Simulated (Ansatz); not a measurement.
## EuIn3, space group Pm-3m: a check of PAW against all-electron LAPW, step by step

Program: the Ansatz DFT code, driven from Python.

The cells in order, each with its output:

```python
import ansatz as az
import numpy as np
```

```python
def count_gap(report):
    # lowest empty less highest filled band, counting bands; zero where they overlap
    return max(report.get("gap_by_band_count_ev") or 0.0, 0.0)

lattice = az.Lattice.of(
    (4.718549, 0.0, 0.0),
    (0.0, 4.718549, 0.0),
    (0.0, 0.0, 4.718549),
)
sites = [
    ("Eu", (0.0, 0.0, 0.0)),
    ("In", (0.0, 0.5, 0.5)),
    ("In", (0.5, 0.5, 0.0)),
    ("In", (0.5, 0.0, 0.5)),
]
xtal = az.Crystal(lattice=lattice)
for symbol, position in sites:
    xtal = xtal.atom(symbol, position)
xtal = xtal.moments(Eu=7)
```

```python
job = (
    xtal.calculation()
    .functional("LDA")
    .kpoints(6, 6, 6)
    .occupations(az.OccupationsMethod.FERMI_DIRAC, width=0.15)
    .spin("collinear")
    .stress()
    .forces()
    .band_table()
)
variants = {
    "PAW": job.pseudopotentials("paw"),
    "LAPW": job.pseudopotentials("all_electron", lapw=True),
}
rows = []
for label, variant in variants.items():
    r = variant.run().report
    levels = np.array(r["eigenvalues_ev"][0]) - r["fermi_energy_ev"]
    print(label, "levels at the first k-point near E_F:", np.round(levels[np.abs(levels) < 5], 3))
    rows.append((label, r["n_electrons"], np.trace(r["stress_gpa"]) / 3, count_gap(r), r["magnetization_mub"]))
print("     treatment  electrons in bands           P GPa  gap by band count eV      moment muB")
for row in rows:
    print(f"{str(row[0]):>14s}  {row[1]:18.1f}  {row[2]:14.3f}  {row[3]:20.3f}  {row[4]:14.3f}")
```

    DeckWarning: basis.ecutwfc = 420 eV, auto-derived from the records' recommended cutoffs: set by Eu (normal level)
    PAW levels at the first k-point near E_F: [-2.777 -2.777 -1.264 -1.264 -1.264 -0.639 -0.639 -0.639 -0.568 -0.328
     -0.328 -0.328  2.691  2.691  2.691  3.132  3.829  3.829  4.097]
    LAPW levels at the first k-point near E_F: [-2.777 -2.777 -1.264 -1.264 -1.264 -0.642 -0.642 -0.642 -0.571 -0.331
     -0.331 -0.331  2.705  2.705  2.705  3.137  3.841  3.841  4.094  4.094
      4.094]
         treatment  electrons in bands           P GPa  gap by band count eV      moment muB
               PAW                56.0          -4.105                 0.000           6.836
              LAPW                96.0          -4.037                 0.000           6.842

PAW gives -4.105 GPa and LAPW -4.037 GPa, 0.07 GPa apart. They took 12.3 and 81.5 s of processor time.

Notes:
- Open f shells: without a Hubbard U, without spin-orbit coupling; the state reached hangs on the start and needn't be the lowest.
- The computed bands are complete only to about 4.1 eV above the Fermi level.
- The mesh is modest for a metal, so energies can be off by several to tens of meV an atom and pressures by half a GPa or more; differences at equal mesh fare better.
- A Fermi-Dirac width this large means warm electrons, whose thermal share enters the free energy.
- A gap by band count of zero or less means overlapping bands, a metal.
- The structure comes from a database of computed cells and needn't be a stable or known phase.
- Gaps and levels are Kohn-Sham values on a finite set of k-points, without spin-orbit coupling.
- Warnings are shown shortened and without file and line.
- Pressure is positive in compression; the treatments may keep other shells as core, so totals and counts of electrons can differ.
- Timing: 95 s on 1 thread of Arm Neoverse V2, with other jobs on the host, peak memory 0.89 GiB.
